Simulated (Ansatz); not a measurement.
The system is LaMnIn.

```
La In Mn
1.0
     4.59334    0.00000    0.00000
    -2.29667    3.97795    0.00000
     0.00000    0.00000    4.09656
La In Mn
1 1 1
Direct
  0.00000 0.00000 0.00000
  0.33333 0.66667 0.50000
  0.66667 0.33333 0.50000
```

The cell comes from a database or a generator and needn't be the stable form of this composition.

Base run:

* Program: Ansatz 0.2.0
* Functional: PBE
* Potentials or basis: Ansatz PAW
* Cutoff: 420 eV (not typed: the program's choice for these potentials)
* k mesh: 7 × 7 × 7
* Occupations: fermi-dirac, width 0.05 eV
* Spin: no spin polarisation

Its results: band gap on the k mesh none (metal or under the smearing width); pressure -0.8 GPa.

Task: The run is repeated on the same cell with these changes: spin from no spin polarisation to collinear spin, ferromagnetic start. What comes out?

Result: Band gap on the k mesh none (metal or under the smearing width); pressure 5.0 GPa; net moment 3.17 μB per cell; site moments La -0.19; In -0.05; Mn +3.55 μB.
